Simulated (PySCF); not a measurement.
Molecule: OZnClH, in a box.

```
CELL_PARAMETERS angstrom
13.00000 0.00000 0.00000
0.00000 12.00000 0.00000
0.00000 0.00000 12.00000
ATOMIC_POSITIONS crystal
O 0.43323 0.59183 0.43502
Zn 0.52225 0.50509 0.50460
Cl 0.63424 0.41167 0.58642
H 0.36776 0.55857 0.41925
```

Base run:

| Item | Value |
| --- | --- |
| Program | PySCF 2.14.0 |
| Functional | SCAN |
| Dispersion | D3(BJ) |
| Potentials or basis | 6-31g* (all-electron) |
| k mesh | 1 × 1 × 1 |
| Occupations | fixed |
| Spin | no spin polarisation |

Its results: gap between the frontier levels 5.19 eV.

After a change of settings the same cell gave: gap between the frontier levels 9.79 eV. Which change was it?
A. functional from SCAN to RPBE; dispersion from D3(BJ) to D4
B. functional from SCAN to MN15-L; dispersion from D3(BJ) to none
C. functional from SCAN to r2SCAN50

C.

r2SCAN50 gives the wider gap, since exact exchange removes part of the self-interaction.

Caveats: this is a molecule in a periodic box at the Γ point, so its band gap is the HOMO-LUMO gap; the basis of atomic orbitals isn't converged, which shifts pressures, moduli and gaps.

Runs at the PBE level aren't shown here.
